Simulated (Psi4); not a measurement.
# KNH2 (SMILES [NH2][K]): SVWN5/def2-TZVP

What is the vertical ionisation energy of KNH2 at SVWN5/def2-TZVP? 

The results are computed with Psi4 1.11.

2 further runs of the same task are left out: 2 set aside as unsound or not needed.

### 1 Starting point

KNH2: 4 atoms, total charge 0, spin state singlet. SMILES: `[NH2][K]`. Geometry: relaxed at PBE0-D4/def2-TZVP.

Bond lengths: N1–K2 2.387 Å, N1–H3 1.018 Å, N1–H4 1.018 Å. Angles: K2–N1–H3 128.4°, K2–N1–H4 128.4°, H3–N1–H4 103.1°.

### 2 Energy and gradient at SVWN5/def2-TZVP

h2kn.inp reads:

```
memory 1600 mb

molecule {
  0 1
  N
  K 1 R2
  H 1 R3 2 A3
  H 1 R4 3 A4 2 D4

  R2 = 2.387063
  R3 = 1.017781
  A3 = 128.42798
  R4 = 1.01785
  A4 = 103.13335
  D4 = 179.98887
  units angstrom
  symmetry c1
  no_reorient
  no_com
}

set {
  basis                def2-TZVP
  reference            rks
  puream               true
  e_convergence        1e-09
  d_convergence        1e-08
  scf_type             pk
  dft_radial_points    99
  dft_spherical_points 590
}

E, wfn = gradient('scf', dft_functional={"name": "SVWN5", "x_functionals": {"LDA_X": {}}, "c_functionals": {"LDA_C_VWN": {}}}, return_wfn=True)
oeprop(wfn, 'QUADRUPOLE', 'DIPOLE', 'WIBERG_LOWDIN_INDICES')
```

The run is started by

```
$ psi4 h2kn.inp h2kn.out -n 1
```

h2kn.out:

```text
[...]
  Running in c1 symmetry.
[...]
  Nuclear repulsion =   43.533298357389974
[...]
  Multiplicity = 1
[...]
  Nalpha       = 14
  Nbeta        = 14
[...]
    Number of basis functions: 76
[...]
   @RKS iter   1:  -653.11047408008642    1.03868e-01   1.52071e-02 ADIIS/DIIS
[...]
   @RKS iter  12:  -653.69391922659599   -1.93268e-12   1.97859e-09 DIIS
[...]
    Orbital Energies [Eh]
    ---------------------
    Doubly Occupied:
       1A   -128.373741     2A    -13.708269     3A    -12.806581
       4A    -10.253694     5A    -10.253299     6A    -10.252530
       7A     -1.247784     8A     -0.663597     9A     -0.661442
      10A     -0.660932    11A     -0.603875    12A     -0.292369
      13A     -0.169215    14A     -0.091172
[...]
  @RKS Final Energy:  -653.69391922659599
   => Energetics <=
    Nuclear Repulsion Energy =             43.5332983573899739
    One-Electron Energy =                -987.9515889816286744
    Two-Electron Energy =                 329.6613917387091988
    DFT Exchange-Correlation Energy =     -38.9370203410665141
    Empirical Dispersion Energy =           0.0000000000000000
    VV10 Nonlocal Energy =                  0.0000000000000000
    Total Energy =                       -653.6939192265959946
[...]
  -Total Gradient:
     Atom            X                  Y                   Z
    ------   -----------------  -----------------  -----------------
       1       -0.000000611504     0.000045686552    -0.011891459684
       2       -0.000000085953     0.000000576323     0.005138480704
       3       -0.000000466323    -0.006797887085     0.003395914901
       4        0.000001164272     0.006751624246     0.003359375925
[...]
 Multipole Moments:
 ------------------------------------------------------------------------------------
     Multipole            Electronic (a.u.)      Nuclear  (a.u.)        Total (a.u.)
 ------------------------------------------------------------------------------------
 L = 1.  Multiply by 2.5417464519 to convert [e a0] to [Debye]
 Dipole X            :          0.0001482           -0.0001771           -0.0000289
 Dipole Y            :          0.0000056            0.0000589            0.0000645
 Dipole Z            :          7.6922066           -4.9639431            2.7282635
 Magnitude           :                                                    2.7282635
 L = 2.  Multiply by 1.3450342976 to convert [e a0^2] to [Debye ang]
 Quadrupole XX       :        -16.7708431            0.0000001          -16.7708430
 Quadrupole XY       :         -0.0001277            0.0005482            0.0004205
[...]
```

Run time: 7.8 s. Hardware: 1 thread of Intel Xeon Platinum 8488C (Sapphire Rapids), shared host; peak memory 0.41 GiB.

### 3 The doublet cation: the energy at USVWN5/def2-TZVP

h2kn.in reads:

```
memory 1600 MB

molecule geom {
  1 2
  N
  K 1 r2
  H 1 r3 2 a3
  H 1 r4 3 a4 2 d4

  r2 = 2.387063
  r3 = 1.017781
  a3 = 128.42798
  r4 = 1.01785
  a4 = 103.13335
  d4 = 179.98887
  symmetry c1
}

set basis def2-TZVP
set reference uks
set puream true
set e_convergence 1e-09
set d_convergence 1e-08
set scf_type pk
set dft_radial_points 99
set dft_spherical_points 590
set maxiter 200

result, w = energy('scf', dft_functional={"name": "SVWN5", "x_functionals": {"LDA_X": {}}, "c_functionals": {"LDA_C_VWN": {}}}, return_wfn=True)
oeprop(w, 'MAYER_INDICES', 'LOWDIN_CHARGES', 'QUADRUPOLE', title='SCF')
```

The run is started by

```
$ psi4 h2kn.in h2kn.out -n 1
```

h2kn.out:

```text
[...]
  Running in c1 symmetry.
[...]
  Nuclear repulsion =   43.533298357389974
[...]
  Multiplicity = 2
[...]
  Nalpha       = 14
  Nbeta        = 13
[...]
    Number of basis functions: 76
[...]
   @UKS iter   1:  -653.29192841381541   -7.75859e-02   8.32813e-03 DIIS/ADIIS
[...]
   @UKS iter  10:  -653.45782515368182   -2.13731e-11   5.08719e-09 DIIS
[...]
   @S^2 Observed:                7.522215407E-01
[...]
    Orbital Energies [Eh]
    ---------------------
    Alpha Occupied:
       1A   -128.577735     2A    -14.091449     3A    -13.012386
       4A    -10.459087     5A    -10.459069     6A    -10.458126
       7A     -1.455303     8A     -0.978466     9A     -0.867744
      10A     -0.867534    11A     -0.864429    12A     -0.628771
      13A     -0.504506    14A     -0.475412
    Alpha Virtual:
      15A     -0.197001    16A     -0.144870    17A     -0.123260
      18A     -0.119192    19A     -0.097165    20A     -0.087715
      21A     -0.083219    22A     -0.083057    23A     -0.077269
      24A     -0.076915    25A     -0.059249    26A      0.008546
[...]
  @UKS Final Energy:  -653.45782515368182
   => Energetics <=
    Nuclear Repulsion Energy =             43.5332983573899739
    One-Electron Energy =                -980.9093871145086041
    Two-Electron Energy =                 322.6112527483707026
    DFT Exchange-Correlation Energy =     -38.6929891449338470
    Empirical Dispersion Energy =           0.0000000000000000
    VV10 Nonlocal Energy =                  0.0000000000000000
    Total Energy =                       -653.4578251536818243
[...]
 Multipole Moments:
 ------------------------------------------------------------------------------------
     Multipole            Electronic (a.u.)      Nuclear  (a.u.)        Total (a.u.)
 ------------------------------------------------------------------------------------
 L = 1.  Multiply by 2.5417464519 to convert [e a0] to [Debye]
 Dipole X            :          0.0000662           -0.0001771           -0.0001109
 Dipole Y            :         -0.0000064            0.0000589            0.0000525
 Dipole Z            :          5.0701277           -4.9639431            0.1061847
 Magnitude           :                                                    0.1061847
 L = 2.  Multiply by 1.3450342976 to convert [e a0^2] to [Debye ang]
 Quadrupole XX       :        -11.9415646            0.0000001          -11.9415644
 Quadrupole XY       :         -0.0003733            0.0005482            0.0001749
[...]
```

It took 7.2 s on 1 thread of Intel Xeon Platinum 8488C (Sapphire Rapids), shared host; peak memory 0.42 GiB.

### 4 Results

Level: SVWN5/def2-TZVP.

```
                                          quantity          value
                        singlet KNH2: total energy  -653.69392 Eh
                       singlet KNH2: dipole moment         6.93 D
                         singlet KNH2: HOMO energy       -2.48 eV
                         singlet KNH2: LUMO energy       -1.37 eV
                       singlet KNH2: HOMO–LUMO gap        1.11 eV
            singlet KNH2: largest force on an atom     0.611 eV/Å
                      doublet cation: total energy  -653.45783 Eh
doublet cation: HOMO energy (highest over α and β)      -12.94 eV
 doublet cation: LUMO energy (lowest over α and β)      -10.68 eV
                              doublet cation: ⟨S²⟩          0.752
vertical ionisation energy (to the doublet cation)       6.424 eV
```

In words: Removing an electron at fixed nuclei costs 6.42 eV (620 kJ/mol). The largest force (singlet KNH2) is 0.61 eV/Å: the shape isn't a stationary point for this species at this level. −ε(HOMO) before ionisation, 2.48 eV, is 3.94 eV below this ionisation energy.
